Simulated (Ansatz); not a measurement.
HIn (charge +1), a single point from an input written key by key

Run with Ansatz 0.2.0 through its Python package.

Contents of `input.yaml`:
```yaml
crystal:
  periodic: [false, false, false]
  atoms:
    - { symbol: In, position_ang: [0.0, 0.0, 0.0] }
    - { symbol: H, position_ang: [0.0, 0.0, 1.81] }
magnetization:
  spin_polarized: true
  initial_magnetization: 1
total_charge: 1
basis:
  gaussian: { orbitals: def2-SVP }
hamiltonian:
  xc: pbe
```

The script, `hin_deck.py`:
```python
# -*- coding: utf-8 -*-
"""Run HIn(+) from an input written out key by key."""

import ansatz as az

session = az.Session.from_deck("input.yaml")
summary = session.plan(threads=1).execute().report

print("reference energy %16.6f eV" % summary["reference_energy_ev"])
print("total energy     %16.6f eV" % summary["free_energy_ev"])
print("occupied orbitals outside the frozen core (up, down):", summary["n_occupied"], " frozen:", summary["n_frozen"], " virtual:", summary["n_virtual"])
symbols = ["In", "H"]
state = summary["mean_field"]["state"]
print(f"mean field: {state['energy']['hartree']:.7f} Ha, <S^2> = {abs(state['spin_squared']):.4f}, stability: {state.get('stability', {}).get('kind')}")
```

```console
$ python hin_deck.py
reference energy     -5181.449606 eV
total energy         -5181.449606 eV
occupied orbitals outside the frozen core (up, down): [11, 10]  frozen: 0  virtual: [20, 21]
mean field: -190.4147609 Ha, <S^2> = 0.7567, stability: minimum
```

Caveats:
- Total energies depend on the basis set; only differences at equal settings carry meaning.
- The geometry is a force-field or estimated start, not a minimum of this method, and the basis set is short of its limit.
- The run takes the species as open-shell (spin multiplicity 2), which needn't be its ground state.
- Finished in 0.7 s on 1 thread of Arm Neoverse V1, on a shared host, peak memory 0.13 GiB.
